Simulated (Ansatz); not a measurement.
# TiSi16: the cost of one run

Program: Ansatz 0.2.0. Level of theory: DFT PBE+D3(BJ), plane waves, PAW, scalar-relativistic, no spin polarisation. These are calculated values, not measurements.

### Step 1. The structure to begin with

The cell holds 17 atoms (Si16Ti): a = 7.679 Å, b = 7.679 Å, c = 7.679 Å, α = 60.00°, β = 60.00°, γ = 60.00°.

Structure file:

```
Si Ti
1.0
     0.00000    5.43000    5.43000
     5.43000    0.00000    5.43000
     5.43000    5.43000    0.00000
Si Ti
16 1
Direct
  0.00000 0.00000 0.00000
  0.12500 0.12500 0.12500
  0.00000 0.00000 0.50000
  0.12500 0.12500 0.62500
  0.00000 0.50000 0.00000
  0.12500 0.62500 0.12500
  0.00000 0.50000 0.50000
  0.12500 0.62500 0.62500
  0.50000 0.00000 0.00000
  0.62500 0.12500 0.12500
  0.50000 0.00000 0.50000
  0.62500 0.12500 0.62500
  0.50000 0.50000 0.00000
  0.62500 0.62500 0.12500
  0.50000 0.50000 0.50000
  0.62500 0.62500 0.62500
  0.87572 0.87696 0.37172
```

### Step 2. Relaxing the start

File input.yaml:

```yaml
accuracy: low
crystal:
  lattice:
    - [0.0, 5.43, 5.43]
    - [5.43, 0.0, 5.43]
    - [5.43, 5.43, 0.0]
  atoms:
    - { symbol: Si, position: [0.0, 0.0, 0.0] }
    - { symbol: Si, position: [0.125, 0.125, 0.125] }
    - { symbol: Si, position: [0.0, 0.0, 0.5] }
    - { symbol: Si, position: [0.125, 0.125, 0.625] }
    - { symbol: Si, position: [0.0, 0.5, 0.0] }
    - { symbol: Si, position: [0.125, 0.625, 0.125] }
    - { symbol: Si, position: [0.0, 0.5, 0.5] }
    - { symbol: Si, position: [0.125, 0.625, 0.625] }
    - { symbol: Si, position: [0.5, 0.0, 0.0] }
    - { symbol: Si, position: [0.625, 0.125, 0.125] }
    - { symbol: Si, position: [0.5, 0.0, 0.5] }
    - { symbol: Si, position: [0.625, 0.125, 0.625] }
    - { symbol: Si, position: [0.5, 0.5, 0.0] }
    - { symbol: Si, position: [0.625, 0.625, 0.125] }
    - { symbol: Si, position: [0.5, 0.5, 0.5] }
    - { symbol: Si, position: [0.625, 0.625, 0.625] }
    - { symbol: Ti, position: [0.8757156, 0.8769621, 0.3717196] }
basis:
  ecutwfc: 420.0
kpoints:
  mp_grid: { grid: [2, 2, 2] }
hamiltonian:
  xc: pbe
  dispersion: d3bj
  pseudopotentials: { kind: paw, azcp: { folder: soft_1 } }
scf:
  occupations: { method: fermi_dirac, width: 0.02 }
  lower_state_search: "off"
relax:
  f_tol: 0.08
  max_steps: 25
  adjacent_minimum: "off"
```

On the command line:

```bash
$ ansatz run input.yaml --threads 1 --pin off --max-ram 3072MiB --backend cpu --events-out ev --progress --plain --runs-dir out
```

Q: Estimate wall time and peak memory on 1 thread of Arm Neoverse V1, shared host.

About 20 s, with a peak of 0.55 GiB.
